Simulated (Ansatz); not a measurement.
# Cl2HOSTa: the cost of one run

Method: the settings change from run to run; program: Ansatz 0.2.0, Gaussian basis.

## 1. The molecule

The geometry comes from an earlier relaxation with PBE0-D4 in a triple-zeta def2 set; it is a stationary point. Ta takes a core potential in def2 sets; no spin-orbit term is included.

SMILES `[OH][Ta](=[S])([Cl])[Cl]`, 6 atoms, charge 0, spin multiplicity 1.

Atoms are counted from 1 here; the program's logs count them from 0.

Bond lengths: O1–Ta2 1.870 Å, O1–H6 0.959 Å, Ta2–S3 2.147 Å, Ta2–Cl4 2.285 Å, Ta2–Cl5 2.285 Å. Angles: Ta2–O1–H6 131.9°, O1–Ta2–S3 108.4°, O1–Ta2–Cl4 109.3°, O1–Ta2–Cl5 109.3°, S3–Ta2–Cl4 109.1°, S3–Ta2–Cl5 109.1°, Cl4–Ta2–Cl5 111.6°.

## 2. PBE/def2-mTZVP

This run has high accuracy.

Contents of in.yaml:

```yaml
crystal:
  periodic: [false, false, false]
  atoms:
    - {symbol: O, position_ang: [-0.889771, 0.587814, 1.047251]}
    - {symbol: Ta, position_ang: [0.155091, -0.076304, -0.353693]}
    - {symbol: S, position_ang: [1.557300, -1.486881, 0.455065]}
    - {symbol: Cl, position_ang: [-1.192400, -1.140938, -1.861119]}
    - {symbol: Cl, position_ang: [1.301332, 1.646685, -1.322689]}
    - {symbol: H, position_ang: [-0.889451, 0.405623, 1.989086]}
basis:
  gaussian: {orbitals: def2-mTZVP}
hamiltonian: {xc: {name: PBE}}
accuracy: high
```

On the command line:

```bash
ansatz run in.yaml --threads 4 --pin off --events-out ev --progress --plain --max-ram 10444MiB
```

Q: Estimate wall time and peak memory on 4 threads of AMD EPYC 7B13, shared host.

About 3.4 s, with a peak of 0.43 GiB.
